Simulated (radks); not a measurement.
**Pd²⁶⁺ in [Ar] 3d2: an all-electron calculation**

The task here is to estimate one member of a computed series from the others.

The numbers are computed with radks (a radial shooting solver on a logarithmic mesh, Libxc functionals) version 1 (Dirac Kohn-Sham, PBE, spin-unpolarised, spherical densities, finite nucleus; open shells fill j = l - 1/2 first), except any that are marked as measured or tabulated.

### The system

```
element            : palladium (Z = 46)
charge             : +26
electrons          : 20
configuration      : [Ar] 3d2
nuclear rms radius : 4.5318 fm
```

Set-up of the first run:

Settings of this run:

```text
Z 46
configuration [Ar] 3d2 4s0 4p0
relativity Dirac
functional pbe,pbe
spin unpolarised
j_filling energy
nucleus finite rms 4.5318 fm
c 137.035999084
```

Steps of the session up to this table: Self-consistent calculation.

One of the session's tables, all rows but one given; the rest of the session is left out.

It belongs to the step «Radial structure». From the orbitals of this run (lengths in bohr):

```
level      <r>  outermost maximum (interpolated)  90 % within  nodes
1s1/2  0.03186                            0.0207       0.0571      0
2s1/2   0.1370                             0.117        0.212      1
2p1/2   0.1163                            0.0903        0.190      0
2p3/2   0.1211                            0.0944        0.196      0
3s1/2   0.3493                             0.326        0.509      2
3p1/2   0.3362                             0.310        0.500      1
3p3/2   0.3444                             0.318        0.511      1
3d3/2   0.3058                             0.255        0.471      0
3d5/2   0.3083                             0.257        0.474      0
4s1/2        ?                                 ?            ?      ?
4p1/2   0.6848                             0.680        0.974      2
4p3/2   0.6961                             0.692        0.989      2
```

Estimate the missing values for 4s1/2.

As computed: <r>: 0.6864; outermost maximum (interpolated): 0.682; 90 % within: 0.967; nodes: 3. In the column «<r>» it lies between 4p1/2 (0.6848) and 4p3/2 (0.6961).

Caveats from the session: Spin polarisation and multiplet splitting are left out.
